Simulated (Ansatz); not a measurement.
Crystal: BiS.

```xyz
2
Lattice="4.0029 0.0000 0.0000 0.0000 4.0029 0.0000 0.0000 0.0000 4.0029" Properties=species:S:1:pos:R:3 pbc="T T T"
Bi    2.0015    2.0015    2.0015
S     0.0000    0.0000    0.0000
```

The cell was built by a generator and needn't be a form met in nature.

Below is the output of Ansatz 0.2.0 for this cell. Logs are shortened: lines on timing, memory, paths and dates and some standing lists are left out, and cuts for length are marked.

```text
Warning: RAYON_NUM_THREADS=2 ignored (pool sized by the plan → 2); use --threads N
scf.n_extra_bands = 6 over 11 filled bands (N_el = 21.0): the run solves 17 bands
Engine: ansatz 0.2.0, aarch64-unknown-linux-gnu
Pseudopotentials: kind: paw
Pseudopotential: Bi, paw, valence charge 15, recommended cutoff 500 eV (meta_gga), Bi.paw.azcp
Pseudopotential: S, paw, valence charge 6, recommended cutoff 500 eV (meta_gga), S.paw.azcp
Functional definition: r2SCAN
  parameter k0 = 0.174
  parameter k1 = 0.065
  parameter a1 = 4.9479
  exchange = r2scan_x(k0 = k0, k1 = k1, a1 = a1)
  correlation = r2scan_c
Crystal: 2 atoms, lattice volume = 64.141 Å³
Basis set: ecut = 500 eV, 1647 PW (Γ), exchange–correlation on 120×120×120 points (64 copies of the dense FFT grid, shifted against one another)
Bands: 17, of which v1, the nominal top of the filled ones, is band 11 counted from 1 (10 counted from 0)
Symmetry: 48 space group operations
Space group: Pm-3m (ITA 221), of the structure as read, at distance tolerance 4.0e-5 Å
k-points: 20 of 343
Non-local potential: Bi, projectors of the file, l = 0: 2, l = 1: 2, l = 2: 2, l = 3: 2
Non-local potential: S, projectors of the file, l = 0: 2, l = 1: 2, l = 2: 2
PAW form: soft (Blöchl's): semilocal exchange-correlation on the pseudo side does not see the compensation charge
PAW frozen core: Bi, regenerated for the run's functional (the file was generated under x = pbe(κ = 0.804, μ = 0.2195149727645171), c = pbe(β = 0.06672455060314922))
PAW frozen core: S, regenerated for the run's functional (the file was generated under x = pbe(κ = 0.804, μ = 0.2195149727645171), c = pbe(β = 0.06672455060314922))
PAW one-centre angular grid: Bi, 590 points (default); XC on 160 Gauss nodes
PAW one-centre angular grid: S, 302 points (default); XC on 160 Gauss nodes
Initial density: superposition of atomic densities (neutral atoms: chi_scale 0, normalization atom), corrected by the library's trained network
Initial wavefunctions: pseudopotential atomic-orbital guess
Functional: x = r2scan, c = r2scan; τ floored in thin density (d = 2e-4 eV/Å³)
SCF iter   1: F=—  HF=-13315.794994 eV  |F-HF|=—  |Δ(HF+E_count)|=         —  Δρ=4.36e-3  dr2=2.13e-2  dr2_τ=3.78e-3  ethr=1.77e-3  ⟨swp⟩=6.1  Hψ=1990  notcnv=0
preconditioner: auto → Kerker (q_TF=auto, 2.265 Å⁻¹)  [metal: Δε(μ)=0.108 eV  Ē_g=11.568 eV  σ=0.050 eV  W_gap=0.40  n_scr=18 (ndim 8)  ℏωp=15.4 eV  f_vac=0.000  D(μ)=1.22/eV (n_scr^D=6)]
SCF iter   2: F=—  HF=-13315.799893 eV  |F-HF|=—  |Δ(HF+E_count)|=   4.90e-3  Δρ=2.08e-3  dr2=2.68e-3  dr2_τ=2.10e-4  ethr=1.01e-4  ⟨swp⟩=2.5  Hψ=647  notcnv=0  defer=18
SCF iter   3: F=—  HF=-13315.799875 eV  |F-HF|=—  |Δ(HF+E_count)|=   1.79e-5  Δρ=8.53e-4  dr2=9.33e-4  dr2_τ=4.09e-5  ethr=1.28e-5  ⟨swp⟩=1.4  Hψ=353  notcnv=0  defer=18
SCF iter   4: F=—  HF=-13315.799771 eV  |F-HF|=—  |Δ(HF+E_count)|=   1.04e-4  Δρ=2.20e-4  dr2=7.14e-5  dr2_τ=1.16e-6  ethr=4.44e-6  ⟨swp⟩=1.1  Hψ=325  notcnv=0  defer=18
SCF iter   5: F=—  HF=-13315.799808 eV  |F-HF|=—  |Δ(HF+E_count)|=   3.70e-5  Δρ=7.57e-5  dr2=2.75e-6  dr2_τ=1.56e-7  ethr=3.40e-7  ⟨swp⟩=2.0  Hψ=429  notcnv=0  defer=18
SCF iter   6: F=—  HF=-13315.799811 eV  |F-HF|=—  |Δ(HF+E_count)|=   2.76e-6  Δρ=1.40e-5  dr2=1.42e-7  dr2_τ=4.64e-9  ethr=1.31e-8  ⟨swp⟩=2.1  Hψ=438  notcnv=0  defer=18
SCF iter   7: F=-13315.799811 eV  HF=-13315.799811 eV  |F-HF|=5.21e-9  |Δ(HF+E_count)|=   1.49e-7  Δρ=2.08e-6  dr2=2.06e-9  dr2_τ=1.12e-10  ethr=4.76e-10  ⟨swp⟩=9.0  Hψ=1823  notcnv=0
SCF 1 converged in 7 iterations: F = -13315.799811 eV  dr2 = 2.06e-9
  greatest PAW one-centre occupation: 0.987 electrons in one spin orbital (limit 2), on the Bi atom at site 0 (counted from 0), in its partial waves of l = 2
NSCF: frozen V_eff on 86 k-points
SCF converged after 7 iterations
Free energy (F): -13315.799811 eV
Harris-Foulkes:  -13315.799811 eV  (|F-HF|=5.21e-9)
Internal energy: -13315.788158 eV  (E = F + TS)
E sigma→0 (E₀):  -13315.793985 eV
Entropy (-TS):   -0.011653 eV (-5.827 meV/atom)
Fermi energy:    6.687419 eV
--- Per-component energies (eV) ---
  E_band       = -170.510838
  E_kinetic    = 397.289887
  E_local      = -1746.285580  (includes V_loc(G=0)·N_el)
  E_nonlocal   = 590.729665
  E_hartree    = 558.882573
  E_xc         = -227.930654
  E_vxc        = -244.477931  (∫ρ·V_xc dr)
  E_paw        = -11297.660712  (= ΣΔE_a)
  E_vpaw       = -300.719903  (= ΣTr[D̂ρ^β])
  E_aug_tail   = -0.000258  (compensation charges beyond the density's cutoff)
  E_vtau       = 15.188052  (kinetic-family band-sum trace: ∫τ·v_τ [+ j·A + Jᵃ·Aᵃ] dr)
  E_ewald      = -1591.578859
  E_core_change = 0.765780  (= ΣΔE_core)
  E_smearing   = -0.011653  (= −TS)
  E_closure    = -0.000000  (closes the sum)
  Σ components = -13315.799811   (vs F -13315.799811, Δ=0.00e0)
--- Forces (eV/Å), atoms counted from 1 ---
  atom   1  Bi     0.00000000    -0.00000000    -0.00000000
  atom   2  S      0.00000000    -0.00000000    -0.00000000
  max |Σ_I F_I| component: 9.69e-29 eV/Å
--- Stress (GPa, compression-positive) ---
      -11.903043       0.000000       0.000000
       -0.000000     -11.903043       0.000000
        0.000000      -0.000000     -11.903043
  P = ⅓ Tr σ = -11.9030 GPa (-119.030 kbar)
--- Band table (eV; the first three rows and the last of 20) ---
  k-point 0: bands = ["-17.9821", "-17.9821", "-17.9339", "-17.9339", "-17.9339", "-7.0202", "-3.7498", "4.3077", "4.3077", "4.3077", "9.2665", "9.2665", "9.2665", "11.5801", "11.5801", "14.6678", "17.7767"]
  k-point 1: bands = ["-17.9819", "-17.9759", "-17.9355", "-17.9355", "-17.9337", "-6.8868", "-3.8937", "4.1755", "4.4400", "4.4400", "8.2824", "9.0241", "9.0241", "11.7542", "12.5172", "15.5659", "17.5105"]
  k-point 2: bands = ["-17.9815", "-17.9621", "-17.9392", "-17.9392", "-17.9334", "-6.5121", "-4.3068", "4.0851", "4.7927", "4.7927", "6.7051", "8.4229", "8.4229", "12.2747", "14.4325", "16.0170", "17.1986"]
  k-point 19: bands = ["-17.9507", "-17.9505", "-17.9505", "-17.9337", "-17.9337", "-5.4527", "-3.9665", "3.4148", "3.7430", "3.7430", "5.2566", "5.2566", "5.8733", "16.4163", "17.0090", "17.0090", "20.1327"]
```

Task: Write the input and the command behind it.

Result: Band structure with r2SCAN, no spin polarisation. The files as run (others can give the same):

input.yaml
```yaml
crystal:
  lattice:
    - [4.00294434, 0.0, 0.0]
    - [0.0, 4.00294434, 0.0]
    - [0.0, 0.0, 4.00294434]
  atoms:
    - { symbol: Bi, position: [0.5, 0.5, 0.5] }
    - { symbol: S, position: [0.0, 0.0, 0.0] }
hamiltonian:
  xc: r2scan
  pseudopotentials: { kind: paw }
kpoints:
  mp_grid: { grid: [7, 7, 7] }
  band_path:
    path:
      - [[0.0, 0.0, 0.0], [0.0, 0.5, 0.0], [0.5, 0.5, 0.0], [0.0, 0.0, 0.0], [0.5, 0.5, 0.5], [0.0, 0.5, 0.0]]
      - [[0.5, 0.5, 0.0], [0.5, 0.5, 0.5]]
    npoints: 14
scf:
  occupations: { method: fermi_dirac, width: 0.05 }
  n_extra_bands: 6
output:
  forces: true
  stress: true
  eigenvalues: true
  fatbands: true
```

Potentials or basis: Ansatz PAW.
The run is started by
```console
$ ansatz run input.yaml --threads 2 --pin off --max-ram 5632MiB --backend cpu --events-out ev --progress --plain --runs-dir out
```

Caveat: spin-orbit coupling is left out, which moves the levels of the heavy elements; the PAW data sets come from PBE, with cores solved anew for the run's functional, which leaves a small shift of forces and pressure.
